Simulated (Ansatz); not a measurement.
# TaBr4: the cost of one run

Method: DFT PBE, scalar-relativistic, plane waves, PAW, in Ansatz 0.2.0.

2 further runs of the same task are left out: 1 that didn't finish, 1 set aside as unsound or not needed.

### 1 The system as given

It takes space group Cmmm (No. 65, orthorhombic). The conventional cell has a = 9.614 Å, b = 11.284 Å, c = 3.549 Å, α = 90.00°, β = 90.00°, γ = 90.00°. Ta (site symmetry mmm) is surrounded by 6 Br at 2.47 to 2.64 Å. Br (site symmetry m2m) has 1 Ta at 2.47 Å as nearest neighbours. Br (site symmetry 2mm) is surrounded by 2 Ta at 2.64 Å.

Structure file:

```xyz
5
Lattice="4.8070 -5.6420 0.0000 4.8070 5.6420 0.0000 0.0000 0.0000 3.5488" Properties=species:S:1:pos:R:3 pbc="T T T"
Ta    4.8070    0.0000    1.7744
Br    4.8070   -2.4701    1.7744
Br    2.8477    0.0000    0.0000
Br    6.7663    0.0000    0.0000
Br    4.8070    2.4701    1.7744
```

The start is the relaxed end of an invented cell (made as: species swapped into a database cell of FeCl4 (Cmmm, No. 65)), taken up again for a closer look.

### 2 A first look at the guess

The input, input.yaml:

```yaml
crystal:
  lattice:
    - [4.8070219, -5.6420129, 0.0]
    - [4.8070219, 5.6420129, 0.0]
    - [0.0, 0.0, 3.5488089]
  atoms:
    - { symbol: Ta, position: [0.5, 0.5, 0.5] }
    - { symbol: Br, position: [0.7189, 0.2811, 0.5] }
    - { symbol: Br, position: [0.296205, 0.296205, 0.0] }
    - { symbol: Br, position: [0.703795, 0.703795, 0.0] }
    - { symbol: Br, position: [0.2811, 0.7189, 0.5] }
basis:
  ecutwfc: 420
kpoints:
  mp_grid: { grid: [4, 4, 6] }
hamiltonian:
  xc: pbe
scf:
  occupations: { method: gaussian, width: 0.1 }
  lower_state_search: "off"
output:
  forces: true
  stress: true
  eigenvalues: true
```

The run is started by

```
$ ansatz run input.yaml --threads 1 --pin off --max-ram 3072MiB --backend cpu --events-out ev --progress --plain --runs-dir out
```

**Question.** How long does this run take on 1 thread of Arm Neoverse V1, shared host, and how much memory does it need?

About 7.6 s, with a peak of 0.42 GiB.
